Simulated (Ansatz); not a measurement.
**Antimony, diamond: r²SCAN0 after r²SCAN**

How do the levels change when part of the exchange is made exact, and what does it cost? Spin polarisation is left out. The geometry was relaxed under r²SCAN beforehand and is kept. Exact exchange is dear, so the k-mesh is coarse, and r²SCAN is run on the same mesh for comparison.

Computed with Ansatz 0.2.0 (DFT, plane waves (500 eV) with PBE-made PAW files, scalar-relativistic; functionals as named at each step, unless a step says otherwise).

**1. Starting point**

It takes space group Fd-3m (No. 227, cubic). The conventional cell has a = 6.948 Å, b = 6.948 Å, c = 6.948 Å, α = 90.00°, β = 90.00°, γ = 90.00°. Sb (site symmetry -43m) has 4 Sb at 3.01 Å as nearest neighbours.

As a file:

```xyz
2
Lattice="0.0000 3.4741 3.4741 3.4741 0.0000 3.4741 3.4741 3.4741 0.0000" Properties=species:S:1:pos:R:3 pbc="T T T"
Sb    0.8685    0.8685    0.8685
Sb    6.0797    6.0797    6.0797
```

**2. r²SCAN, coarse mesh**

The run with r²SCAN.

The input, input.yaml:

```yaml
crystal:
  lattice:
    - [0.0, 3.4741300437, 3.4741300437]
    - [3.4741300437, 0.0, 3.4741300437]
    - [3.4741300437, 3.4741300437, 0.0]
  atoms:
    - { symbol: Sb, position: [0.125, 0.125, 0.125] }
    - { symbol: Sb, position: [0.875, 0.875, 0.875] }
hamiltonian:
  xc: r2scan
  pseudopotentials:
    kind: paw
    azcp:
      Sb: "pseudopotentials/Sb.paw.azcp"
basis:
  ecutwfc: 500
  fft_grid_basis: typed
kpoints:
  mp_grid: { grid: [4, 4, 4], shift: [0, 0, 0] }
magnetization:
  spin_polarized: false
scf:
  occupations: { method: fermi_dirac, width: 0.1 }
output:
  write_density: true
  write_potential: true
  elf: true
  volumetric_format: npy
```

Run with:

```bash
$ ansatz run input.yaml --threads 4 --pin off --max-ram 8192MiB --backend cpu --events-out ev --progress --plain --runs-dir out
```

**3. r²SCAN0 on the coarse mesh**

The run with r²SCAN0.

Changes to input.yaml since step 2:

```diff
@@ -9,3 +9,3 @@
 hamiltonian:
-  xc: r2scan
+  xc: r2scan0
   pseudopotentials:
@@ -23,6 +23 @@
   occupations: { method: fermi_dirac, width: 0.1 }
-output:
-  write_density: true
-  write_potential: true
-  elf: true
-  volumetric_format: npy
```

(Steps that only read results are left out.)

Before running it: what results should come out? Wanted: r²SCAN: gap; r²SCAN0: gap; r²SCAN0: relative to A7 rhombohedral.

As calculated:

| quantity | value |
| --- | --- |
| r²SCAN: gap | none (levels filled in part) |
| r²SCAN0: gap | none (levels filled in part) |
| r²SCAN0: SCF cycles, exchange loops | 17, 2 |
| r²SCAN0: CPU time over that of r²SCAN | 7.7 |
| r²SCAN0: relative to A7 rhombohedral | +444 meV/atom |

In words: Both r²SCAN and r²SCAN0 leave levels filled in part. r²SCAN0 cost 7.7 times the CPU time of r²SCAN. The exchange operator of r²SCAN0 was renewed in 2 outer loops. To compare with dense-mesh energies, the change of r²SCAN from this mesh and smearing to its dense run (+70.2 meV/atom, from a run not shown) is added. Under r²SCAN0 it lies 444 meV/atom above A7 rhombohedral (computed apart in the same way); on such meshes a few tens of meV are uncertain for metals. The total energies in the logs cannot be compared from one functional to another.
